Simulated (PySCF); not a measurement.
**A gas-phase reaction: ClH3O2Si + Cl2 → Cl2H2O2Si + ClH**

Wanted: the reaction energy for `O[SiH](O)Cl` + `ClCl` → `O[Si](O)(Cl)Cl` + `Cl`.

Programs: PySCF 2.14.0. All values are calculated, for the isolated system unless a continuum is named. Atoms count from 0, parts from 1.

### Step 1. Starting point

Each species was relaxed by itself at PBE0-D3(BJ)/def2-SVPD.

### Step 2. Reaction energy: wB97M-D3(BJ)/def2-TZVPD

What the job is given:

```
{"job": {"kind": "react", "xc": "wB97M-D3(BJ)", "basis": "def2-TZVPD"}, "charge": 0, "multiplicity": 1}
-1 ClH3O2Si charge 0 multiplicity 1
O      1.524890     0.084490     0.069210
Si    -0.047460     0.481420     0.343200
O     -1.008150    -0.814880    -0.025290
Cl    -0.662220     2.068740    -0.853050
H      1.769260    -0.294500    -0.779080
H     -0.134320     0.913290     1.749510
H     -1.908730    -0.650070    -0.314880

-1 Cl2 charge 0 multiplicity 1
Cl     1.014640     0.007630     0.007600
Cl    -1.014710    -0.005380    -0.006560

+1 Cl2H2O2Si charge 0 multiplicity 1
O      1.582120    -0.109620     0.500950
Si    -0.006190     0.135240     0.192000
O     -0.670630    -1.262490    -0.360920
Cl    -0.850310     0.760790     1.945350
Cl    -0.302530     1.613020    -1.214140
H      2.123410    -0.497700    -0.191990
H     -1.550560    -1.234610    -0.745460

+1 ClH charge 0 multiplicity 1
Cl     0.644670     0.005960     0.006000
H     -0.643450    -0.004790    -0.005680
```

Method: wB97M-D3(BJ)/def2-TZVPD reaction energy of separated species, gas phase.

Launch:

```bash
OMP_NUM_THREADS=1 python cluster_run.py task.json out
```

One launch serves the whole session: the jobs run in the order shown.

The program printed:

```text
species 1 (ClH3O2Si)
coarse grid: 30504 points
cycle   1  E = -902.1679754321  dE =  3.703e-01  |g| = 9.024e-01  |ddm| = 1.988e+00
cycle   2  E = -902.1551986806  dE =  1.278e-02  |g| = 1.005e+00  |ddm| = 1.079e+00
cycle   3  E = -902.3195761388  dE = -1.644e-01  |g| = 5.634e-02  |ddm| = 5.463e-01
cycle   4  E = -902.3202498766  dE = -6.737e-04  |g| = 2.476e-02  |ddm| = 7.320e-02
cycle   5  E = -902.3203773532  dE = -1.275e-04  |g| = 4.515e-03  |ddm| = 2.300e-02
cycle   6  E = -902.3203840606  dE = -6.707e-06  |g| = 1.387e-03  |ddm| = 7.836e-03
final grid: 62208 points
cycle   7  E = -902.3203663102  dE = -3.036e-07  |g| = 1.414e-03  |ddm| = 2.575e-03
cycle   8  E = -902.3203662370  dE =  7.312e-08  |g| = 1.642e-03  |ddm| = 1.497e-03
cycle   9  E = -902.3203666631  dE = -4.260e-07  |g| = 7.194e-05  |ddm| = 7.363e-04
cycle  10  E = -902.3203666657  dE = -2.635e-09  |g| = 3.241e-05  |ddm| = 1.079e-04
cycle  11  E = -902.3203666663  dE = -6.053e-10  |g| = 6.374e-06  |ddm| = 6.935e-05
converged SCF energy = -902.3203666663

species 2 (Cl2)
coarse grid: 12632 points
cycle   1  E = -920.4762353807  dE =  6.389e-02  |g| = 2.472e-01  |ddm| = 1.180e+00
cycle   2  E = -920.4854154197  dE = -9.180e-03  |g| = 1.551e-01  |ddm| = 2.411e-01
cycle   3  E = -920.4902181526  dE = -4.803e-03  |g| = 1.247e-02  |ddm| = 9.692e-02
cycle   4  E = -920.4902875698  dE = -6.942e-05  |g| = 2.486e-03  |ddm| = 1.204e-02
cycle   5  E = -920.4902919256  dE = -4.356e-06  |g| = 2.986e-04  |ddm| = 3.875e-03
final grid: 23496 points
cycle   6  E = -920.4902478889  dE = -4.828e-08  |g| = 9.190e-05  |ddm| = 4.978e-04
cycle   7  E = -920.4902478925  dE = -3.539e-09  |g| = 4.802e-05  |ddm| = 1.125e-04
cycle   8  E = -920.4902478931  dE = -6.248e-10  |g| = 1.456e-05  |ddm| = 4.221e-05
converged SCF energy = -920.4902478931

species 3 (Cl2H2O2Si)
coarse grid: 34352 points
cycle   1  E = -1361.8836356890  dE =  6.421e-01  |g| = 9.178e-01  |ddm| = 2.176e+00
cycle   2  E = -1361.8800023776  dE =  3.633e-03  |g| = 9.996e-01  |ddm| = 1.220e+00
cycle   3  E = -1362.0440871541  dE = -1.641e-01  |g| = 6.011e-02  |ddm| = 6.080e-01
cycle   4  E = -1362.0448019643  dE = -7.148e-04  |g| = 2.864e-02  |ddm| = 7.518e-02
cycle   5  E = -1362.0449685095  dE = -1.665e-04  |g| = 5.360e-03  |ddm| = 2.353e-02
cycle   6  E = -1362.0449778511  dE = -9.342e-06  |g| = 1.523e-03  |ddm| = 8.610e-03
final grid: 68584 points
cycle   7  E = -1362.0449512890  dE = -4.430e-07  |g| = 1.278e-03  |ddm| = 3.634e-03
cycle   8  E = -1362.0449513100  dE = -2.095e-08  |g| = 1.329e-03  |ddm| = 1.509e-03
cycle   9  E = -1362.0449516084  dE = -2.985e-07  |g| = 1.224e-04  |ddm| = 6.853e-04
cycle  10  E = -1362.0449516120  dE = -3.601e-09  |g| = 3.726e-05  |ddm| = 1.000e-04
cycle  11  E = -1362.0449516128  dE = -7.744e-10  |g| = 1.461e-05  |ddm| = 7.575e-05
converged SCF energy = -1362.0449516128

species 4 (ClH)
coarse grid: 8792 points
cycle   1  E = -460.8503332266  dE = -8.165e-02  |g| = 2.169e-01  |ddm| = 7.239e-01
cycle   2  E = -460.8625127549  dE = -1.218e-02  |g| = 1.397e-01  |ddm| = 2.651e-01
cycle   3  E = -460.8670521589  dE = -4.539e-03  |g| = 1.358e-02  |ddm| = 9.818e-02
cycle   4  E = -460.8670932420  dE = -4.108e-05  |g| = 3.364e-03  |ddm| = 9.545e-03
cycle   5  E = -460.8670994904  dE = -6.248e-06  |g| = 8.516e-04  |ddm| = 3.915e-03
final grid: 17120 points
cycle   6  E = -460.8670682152  dE = -3.715e-07  |g| = 3.676e-04  |ddm| = 8.891e-04
cycle   7  E = -460.8670682615  dE = -4.628e-08  |g| = 1.618e-04  |ddm| = 3.981e-04
cycle   8  E = -460.8670682680  dE = -6.568e-09  |g| = 4.221e-05  |ddm| = 1.295e-04
cycle   9  E = -460.8670682694  dE = -1.315e-09  |g| = 3.973e-06  |ddm| = 6.531e-05
cycle  10  E = -460.8670682694  dE = -5.684e-12  |g| = 8.165e-07  |ddm| = 3.312e-06
converged SCF energy = -460.8670682694

Reaction energy = -64.263 kcal/mol
```

It took 55 s on 1 thread of Arm Neoverse N1, shared host; peak memory 0.78 GiB.

Species by species (with the dispersion term, which the log's SCF energies lack):

```csv
ν,species,energy (Eh),HOMO (eV)
-1,O[SiH](O)Cl,-902.32702,-11.64
-1,ClCl,-920.49147,-11.18
+1,O[Si](O)(Cl)Cl,-1362.05329,-11.56
+1,Cl,-460.86761,-11.93
```

### Step 3. Energies of the species: PBE0-D3(BJ)/def2-TZVPD

Same as in step 2 but for these lines:

```diff
@@ -1,2 +1,2 @@
-{"job": {"kind": "react", "xc": "wB97M-D3(BJ)", "basis": "def2-TZVPD"}, "charge": 0, "multiplicity": 1}
+{"job": {"kind": "react", "xc": "PBE0", "basis": "def2-TZVPD", "disp": "d3bj"}, "charge": 0, "multiplicity": 1}
 -1 ClH3O2Si charge 0 multiplicity 1
```

With the program's defaults for keys left out, this is: PBE0-D3(BJ)/def2-TZVPD reaction energy of separated species, gas phase.

The program printed:

```text
species 1 (ClH3O2Si)
coarse grid: 7280 points
cycle   1  E = -901.6022428785  dE =  4.181e-01  |g| = 9.660e-01  |ddm| = 2.067e+00
cycle   2  E = -901.3435438169  dE =  2.587e-01  |g| = 1.531e+00  |ddm| = 1.418e+00
cycle   3  E = -901.7628480528  dE = -4.193e-01  |g| = 9.732e-02  |ddm| = 9.238e-01
cycle   4  E = -901.7647385067  dE = -1.890e-03  |g| = 4.313e-02  |ddm| = 1.140e-01
cycle   5  E = -901.7651052828  dE = -3.668e-04  |g| = 7.491e-03  |ddm| = 3.771e-02
cycle   6  E = -901.7651150490  dE = -9.766e-06  |g| = 3.674e-03  |ddm| = 7.057e-03
cycle   7  E = -901.7651175142  dE = -2.465e-06  |g| = 9.230e-04  |ddm| = 2.271e-03
final grid: 62208 points
cycle   8  E = -901.7648598329  dE = -2.675e-05  |g| = 6.106e-03  |ddm| = 2.554e-02
cycle   9  E = -901.7648523727  dE =  7.460e-06  |g| = 8.734e-03  |ddm| = 8.251e-03
cycle  10  E = -901.7648654727  dE = -1.310e-05  |g| = 6.422e-04  |ddm| = 4.977e-03
cycle  11  E = -901.7648655292  dE = -5.646e-08  |g| = 1.540e-04  |ddm| = 4.523e-04
cycle  12  E = -901.7648655342  dE = -4.997e-09  |g| = 4.350e-05  |ddm| = 1.620e-04
cycle  13  E = -901.7648655346  dE = -4.409e-10  |g| = 1.430e-05  |ddm| = 3.593e-05
converged SCF energy = -901.7648655346

species 2 (Cl2)
coarse grid: 3248 points
cycle   1  E = -920.0848706680  dE =  1.015e-01  |g| = 1.608e-01  |ddm| = 1.191e+00
cycle   2  E = -920.0872211262  dE = -2.350e-03  |g| = 8.739e-02  |ddm| = 1.235e-01
cycle   3  E = -920.0886040118  dE = -1.383e-03  |g| = 3.229e-02  |ddm| = 7.027e-02
cycle   4  E = -920.0888551396  dE = -2.511e-04  |g| = 5.428e-04  |ddm| = 2.039e-02
cycle   5  E = -920.0888552489  dE = -1.093e-07  |g| = 2.230e-04  |ddm| = 9.351e-04
final grid: 23496 points
cycle   6  E = -920.0901490157  dE = -8.697e-06  |g| = 2.709e-03  |ddm| = 7.420e-03
cycle   7  E = -920.0901494490  dE = -4.333e-07  |g| = 1.503e-03  |ddm| = 3.012e-03
cycle   8  E = -920.0901496881  dE = -2.390e-07  |g| = 1.102e-04  |ddm| = 1.207e-03
cycle   9  E = -920.0901496906  dE = -2.583e-09  |g| = 4.179e-05  |ddm| = 9.865e-05
cycle  10  E = -920.0901496910  dE = -4.015e-10  |g| = 3.006e-06  |ddm| = 2.417e-05
converged SCF energy = -920.0901496910

species 3 (Cl2H2O2Si)
coarse grid: 8288 points
cycle   1  E = -1361.1247268728  dE =  6.579e-01  |g| = 9.701e-01  |ddm| = 2.260e+00
cycle   2  E = -1360.8867438870  dE =  2.380e-01  |g| = 1.504e+00  |ddm| = 1.564e+00
cycle   3  E = -1361.2867110776  dE = -4.000e-01  |g| = 1.071e-01  |ddm| = 1.011e+00
cycle   4  E = -1361.2890566326  dE = -2.346e-03  |g| = 4.326e-02  |ddm| = 1.232e-01
cycle   5  E = -1361.2893940395  dE = -3.374e-04  |g| = 1.003e-02  |ddm| = 3.821e-02
cycle   6  E = -1361.2894154568  dE = -2.142e-05  |g| = 3.760e-03  |ddm| = 9.635e-03
cycle   7  E = -1361.2894184637  dE = -3.007e-06  |g| = 8.182e-04  |ddm| = 2.458e-03
final grid: 68584 points
cycle   8  E = -1361.2899542588  dE = -3.144e-05  |g| = 6.747e-03  |ddm| = 2.949e-02
cycle   9  E = -1361.2899459340  dE =  8.325e-06  |g| = 9.380e-03  |ddm| = 9.242e-03
cycle  10  E = -1361.2899609466  dE = -1.501e-05  |g| = 8.703e-04  |ddm| = 5.661e-03
cycle  11  E = -1361.2899610594  dE = -1.128e-07  |g| = 1.314e-04  |ddm| = 5.857e-04
cycle  12  E = -1361.2899610627  dE = -3.350e-09  |g| = 3.234e-05  |ddm| = 1.436e-04
cycle  13  E = -1361.2899610630  dE = -2.208e-10  |g| = 1.443e-05  |ddm| = 3.613e-05
converged SCF energy = -1361.2899610630

species 4 (ClH)
coarse grid: 2248 points
cycle   1  E = -460.6537839533  dE = -4.644e-02  |g| = 1.882e-01  |ddm| = 7.411e-01
cycle   2  E = -460.6558527087  dE = -2.069e-03  |g| = 1.902e-01  |ddm| = 3.151e-01
cycle   3  E = -460.6653814699  dE = -9.529e-03  |g| = 1.506e-02  |ddm| = 1.513e-01
cycle   4  E = -460.6654035270  dE = -2.206e-05  |g| = 2.693e-03  |ddm| = 7.323e-03
cycle   5  E = -460.6654050748  dE = -1.548e-06  |g| = 1.111e-03  |ddm| = 2.553e-03
final grid: 17120 points
cycle   6  E = -460.6658903276  dE = -4.429e-06  |g| = 2.164e-03  |ddm| = 7.337e-03
cycle   7  E = -460.6658903571  dE = -2.950e-08  |g| = 1.795e-03  |ddm| = 2.512e-03
cycle   8  E = -460.6658909748  dE = -6.177e-07  |g| = 1.533e-04  |ddm| = 1.363e-03
cycle   9  E = -460.6658909817  dE = -6.902e-09  |g| = 2.147e-05  |ddm| = 1.086e-04
cycle  10  E = -460.6658909818  dE = -9.919e-11  |g| = 4.934e-06  |ddm| = 1.681e-05
converged SCF energy = -460.6658909818

Reaction energy = -64.001 kcal/mol
```

Wall time 29 s (1 thread of Arm Neoverse N1, shared host); peak memory 0.68 GiB.

Reaction energy at this level: -64.00 kcal/mol.

### Step 4. Comparing the runs

Energies in kcal/mol, with wall time:

```csv
run,reaction,time
wB97M-D3(BJ)/def2-TZVPD,-64.26,55 s
PBE0-D3(BJ)/def2-TZVPD,-64.00,29 s
```

### Step 5. Summary of results

```
                                                quantity                      value
               reaction energy (wB97M-D3(BJ)/def2-TZVPD)            -64.26 kcal/mol
                     ΔH, ΔG at 298 K (xTB thermal terms)      -65.0, -64.5 kcal/mol
range of the reaction energy over the runs of this table  -64.26 to -64.00 kcal/mol
```

What this shows: The reaction is exothermic by 65.0 kcal/mol in the gas phase; dispersion gives -0.63, and xTB itself gave -28.94 for the electronic energy (xTB energies and thermal terms come from the earlier relaxation of each species, not shown). No barrier was sought. xTB and this level differ widely in the electronic energy, so what comes from xTB (the thermal terms above all) is less safe here. The reaction energy runs from -64.26 (wB97M-D3(BJ)/def2-TZVPD) to -64.00 kcal/mol (PBE0-D3(BJ)/def2-TZVPD).
